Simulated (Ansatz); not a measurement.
# Si2W: the cost of one run

Program: Ansatz 0.2.0. Level of theory: DFT PBE, scalar-relativistic, plane waves, PAW. These are calculated values, not measurements.

**1. The structure to begin with**

Symmetry: I4/mmm, No. 139, tetragonal system. The conventional cell has a = 3.214 Å, b = 3.214 Å, c = 7.830 Å, α = 90.00°, β = 90.00°, γ = 90.00°. Around Si (site symmetry 4mm) lie 5 Si at 2.59 to 2.63 Å and 5 W at 2.62 Å. Around W (site symmetry 4/mmm) lie 10 Si at 2.62 Å.

Structure file:

```xyz
3
Lattice="-1.6069 1.6069 3.9150 1.6069 -1.6069 3.9150 1.6069 1.6069 -3.9150" Properties=species:S:1:pos:R:3 pbc="T T T"
Si    0.0000    0.0000    2.6207
Si    0.0000    0.0000    5.2092
W     0.0000    0.0000    0.0000
```

The structure rests on an entry of the Crystallography Open Database; cell or positions may have been set otherwise for this series.

**2. Relaxing cell and atoms: Si2W, no spin**

input.yaml reads:

```yaml
crystal:
  lattice:
    - [-1.6069, 1.6069, 3.91495]
    - [1.6069, -1.6069, 3.91495]
    - [1.6069, 1.6069, -3.91495]
  atoms:
    - { symbol: Si, position: [0.3347, 0.3347, 0.0] }
    - { symbol: Si, position: [0.6653, 0.6653, 0.0] }
    - { symbol: W, position: [0.0, 0.0, 0.0] }
scf:
  occupations: { method: methfessel_paxton, width: 0.1 }
output:
  forces: true
  stress: true
  eigenvalues: true
  write_density: true
  write_potential: true
  elf: true
  volumetric_format: npy
kpoints:
  mp_grid: { grid: [20, 20, 20] }
hamiltonian:
  xc: pbe
relax:
  f_tol: 0.01
  adjacent_minimum: "off"
  cell: { stress_tol: 0.05 }
```

The run is started by

```console
> ansatz run input.yaml --threads 8 --pin off --max-ram 28672MiB --backend cpu --events-out ev --progress --plain --runs-dir out
```

What time and memory should one allow on 8 threads of AMD EPYC 9R45 (Zen 5), shared host?

About 5.5 s, with a peak of 0.79 GiB.
